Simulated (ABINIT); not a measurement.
The system is WF.

```
CELL_PARAMETERS angstrom
1.36589 0.78860 5.06960
-1.36589 0.78860 5.06960
0.00000 -1.57719 5.06960
ATOMIC_POSITIONS crystal
W 0.81412 0.81412 0.81412
F 0.93712 0.93712 0.93712
```

The cell was built by a generator and needn't be a form met in nature.

- Program: ABINIT 10.8.3 (patched build)
- Task: single point
- Functional: PBE
- Potentials or basis: JTH PAW PBE v2.0
- Cutoff: 626 eV
- k mesh: 11 × 11 × 11
- Occupations: fermi-dirac, width 0.05 eV
- Spin: no spin polarisation

On this cell: pressure 0.9 GPa; largest force 0.227 eV/Å; band gap on the k mesh none (metal or under the smearing width).

The same run follows on a disturbed copy (atoms moved at random, drawn with an rms of 0.05 Å):

```
W F
1.0
     1.36589    0.78860    5.06960
    -1.36589    0.78860    5.06960
     0.00000   -1.57719    5.06960
W F
1 1
Direct
  0.80675 0.82359 0.80367
  0.93025 0.95981 0.91838
```

Question: What does the disturbed cell give?

Answer: The energy (extrapolated to zero smearing) moves by +2.5 meV/atom; pressure -1.5 GPa; largest force 0.480 eV/Å; band gap on the k mesh none (metal or under the smearing width).

Forces in eV/Å, atoms in the order of the input:
```
W   -0.047  0.064  0.473
F    0.047 -0.064 -0.473
```

Stress tensor (GPa, compression positive):
```
 0.58  0.01  0.45
 0.01  0.58 -0.62
 0.45 -0.62 -5.77
```

Caveats: an odd number of electrons without spin polarisation forces a metal; a magnetic or distorted state may lie lower; the atomic spheres overlap.
